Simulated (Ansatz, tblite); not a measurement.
# SiCl3(NHiPr) (C₃H₈Cl₃NSi): a ladder of methods and basis sets

One table from this session's results is given with a row withheld; the runs are named, their logs left out.

Program: Ansatz 0.2.0, Gaussian basis. Level of theory: as each input shows. These are calculated values, not measurements.

The runs, in order: GFN1-xTB, GFN2-xTB, PBE-D4/def2-TZVP, r2SCAN-D4/def2-TZVP, CAM-B3LYP-D4/def2-TZVP, r2SCANh-D4/def2-TZVP, revPBE-D4/def2-TZVP, PBE-D4/def2-SVP, PBE0-D4/def2-SVP, HF/STO-3G, MP2/def2-TZVP, RPA/def2-TZVP.

2 further runs of the same task are left out: 2 set aside as unsound or not needed.

## The geometry

The singlet was relaxed beforehand with PBE-D4/def2-SVP.

16 atoms, charge 0, spin multiplicity 1.

Bond lengths: C1–C2 1.536 Å, C1–C3 1.530 Å, C1–N7 1.473 Å, C1–H10 1.114 Å, C2–H11 1.109 Å, C2–H12 1.109 Å, C2–H13 1.109 Å, C3–H14 1.110 Å, C3–H15 1.107 Å, C3–H16 1.107 Å, Cl4–Si8 2.067 Å, Cl5–Si8 2.079 Å, Cl6–Si8 2.069 Å, N7–Si8 1.711 Å, N7–H9 1.024 Å. Angles: C2–C1–C3 111.9°, C2–C1–N7 111.6°, C2–C1–H10 108.2°, C3–C1–N7 111.1°, C3–C1–H10 107.4°, N7–C1–H10 106.4°, C1–C2–H11 110.4°, C1–C2–H12 111.1°, C1–C2–H13 111.1°, H11–C2–H12 108.5°, H11–C2–H13 107.9°, H12–C2–H13 107.8°, C1–C3–H14 111.2°, C1–C3–H15 110.1°, C1–C3–H16 111.4°, H14–C3–H15 107.2°, H14–C3–H16 108.2°, H15–C3–H16 108.5° and more.

PBE0-D4/def2-TZVP was run before; its log isn't repeated, and its numbers join the tables.

Set-up of the first run:

Tight binding, by tblite at 300 K electronic temperature and without a spin-polarisation term:

```python
tblite.interface.Calculator('GFN1-xTB', numbers, positions, charge=0, uhf=0).singlepoint()
```

Tight binding, by tblite at 300 K electronic temperature and without a spin-polarisation term:

```python
tblite.interface.Calculator('GFN2-xTB', numbers, positions, charge=0, uhf=0).singlepoint()
```

start.molden holds the orbitals of an earlier run on this state, given as this run's starting guess.

in.yaml

```yaml
crystal:
  periodic: [false, false, false]
  atoms:
    - {symbol: C, position_ang: [-0.474085, -0.681924, -0.368019]}
    - {symbol: C, position_ang: [0.780282, -1.395500, -0.892658]}
    - {symbol: C, position_ang: [-0.866210, 0.506602, -1.248852]}
    - {symbol: Cl, position_ang: [0.678276, 0.805415, 3.681475]}
    - {symbol: Cl, position_ang: [2.059372, 1.841489, 0.777727]}
    - {symbol: Cl, position_ang: [-1.008670, 2.775503, 1.549138]}
    - {symbol: N, position_ang: [-0.315270, -0.271951, 1.037616]}
    - {symbol: Si, position_ang: [0.307282, 1.184523, 1.683364]}
    - {symbol: H, position_ang: [-0.266364, -1.055502, 1.695556]}
    - {symbol: H, position_ang: [-1.320679, -1.405625, -0.390164]}
    - {symbol: H, position_ang: [1.646145, -0.702539, -0.896629]}
    - {symbol: H, position_ang: [0.624963, -1.769712, -1.925341]}
    - {symbol: H, position_ang: [1.041753, -2.263487, -0.253375]}
    - {symbol: H, position_ang: [-0.054490, 1.263170, -1.288547]}
    - {symbol: H, position_ang: [-1.049698, 0.167522, -2.287052]}
    - {symbol: H, position_ang: [-1.782616, 1.002026, -0.874249]}
basis:
  gaussian: {orbitals: def2-TZVP, initial_orbitals: start.molden}
hamiltonian: {xc: pbe, dispersion: d4}
scf: {omitted_lower_state_checks: [starts]}
output: {forces: true, orbitals: {seedname: orbitals}}
```

Launch:

```
$ ansatz run in.yaml --threads 4 --pin off --events-out ev --progress --plain --max-ram 4787MiB
```

Among the steps run: PBE-D4/def2-TZVP; r2SCAN-D4/def2-TZVP; CAM-B3LYP-D4/def2-TZVP; r2SCANh-D4/def2-TZVP; revPBE-D4/def2-TZVP; PBE-D4/def2-SVP; PBE0-D4/def2-SVP; HF/STO-3G; MP2/def2-TZVP; RPA/def2-TZVP.

One table of the session follows, with a row left open; its other results are not shown here.

It belongs to the step «Binding energy». 

| level | binding an atom (eV) |
| --- | --- |
| HF/STO-3G | 3.447 |
| HF/def2-TZVP | 2.878 |
| PBE-D4/def2-SVP | 4.020 |
| PBE-D4/def2-TZVP | ? |
| revPBE-D4/def2-TZVP | 3.912 |
| r2SCAN-D4/def2-TZVP | 3.932 |
| r2SCANh-D4/def2-TZVP | 3.912 |
| PBE0-D4/def2-SVP | 3.962 |
| PBE0-D4/def2-TZVP | 3.944 |
| CAM-B3LYP-D4/def2-TZVP | 3.921 |
| MP2/def2-TZVP | 3.852 |

Estimate the missing values for PBE-D4/def2-TZVP.

**Answer.** binding an atom (eV): 4.000. In the column «binding an atom (eV)» it lies between PBE0-D4/def2-SVP (3.962) and PBE-D4/def2-SVP (4.020).

Caveats from the session: Free atoms were run apart at each level; binding is atoms less cluster, divided by the number of atoms, without zero-point or spin-orbit terms.
